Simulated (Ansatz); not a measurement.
# Na2C2N: the cost of one run

Computed with Ansatz 0.2.0 (DFT PBE, scalar-relativistic, plane waves, PAW, unless a step's input says otherwise).

1 further run of the same task is left out (it didn't finish).

### 1 The starting structure

Symmetry: P-3m1, No. 164, trigonal system. Conventional cell: a = 3.995 Å, b = 3.995 Å, c = 6.573 Å, α = 90.00°, β = 90.00°, γ = 120.00°. Na (site symmetry 3m) has 4 C at 2.43 to 2.48 Å as nearest neighbours. Around C (site symmetry 3m) lie 4 Na at 2.43 to 2.48 Å. Around N (site symmetry -3m) lie 6 C at 2.84 Å.

Structure file:

```cif
data_structure
_symmetry_space_group_name_H-M 'P-3m1'
_symmetry_Int_Tables_number 164
_cell_length_a 3.9955
_cell_length_b 3.9955
_cell_length_c 6.5732
_cell_angle_alpha 90.000
_cell_angle_beta 90.000
_cell_angle_gamma 120.000
_cell_volume 90.87
loop_
_atom_site_label
_atom_site_type_symbol
_atom_site_symmetry_multiplicity
_atom_site_Wyckoff_symbol
_atom_site_fract_x
_atom_site_fract_y
_atom_site_fract_z
_atom_site_occupancy
Na1 Na 2 d 0.33333 0.66667 0.63080 1
C1 C 2 d 0.66667 0.33333 0.74710 1
N1 N 1 a 0.00000 0.00000 0.00000 1
```

A structure generator made this guess: species swapped into a database cell of EuMg2Sb2 (P-3m1, No. 164), with N on the Eu sites, Na on the Mg sites and C on the Sb sites. Its size is a rough estimate.

### 2 The guess as it stands, on a coarse mesh

input.yaml

```yaml
crystal:
  lattice:
    - [3.99546484, 0.0, 0.0]
    - [-1.99773242, 3.46017405, 0.0]
    - [0.0, 0.0, 6.57315633]
  atoms:
    - { symbol: Na, position: [0.33333333, 0.66666667, 0.63080001] }
    - { symbol: Na, position: [0.66666667, 0.33333333, 0.36919999] }
    - { symbol: C, position: [0.66666667, 0.33333333, 0.7471] }
    - { symbol: C, position: [0.33333333, 0.66666667, 0.2529] }
    - { symbol: "N", position: [0.0, 0.0, 0.0] }
basis:
  ecutwfc: 420
kpoints:
  mp_grid: { grid: [6, 6, 4] }
hamiltonian:
  xc: pbe
scf:
  occupations: { method: gaussian, width: 0.1 }
  lower_state_search: "off"
output:
  forces: true
  stress: true
  eigenvalues: true
```

Started as:

```sh
> ansatz run input.yaml --threads 1 --pin off --max-ram 2048MiB --backend cpu --events-out ev --progress --plain --runs-dir out
```

Q: Estimate wall time and peak memory on 1 thread of Arm Neoverse V1, shared host.

About 3.4 s, with a peak of 0.33 GiB.
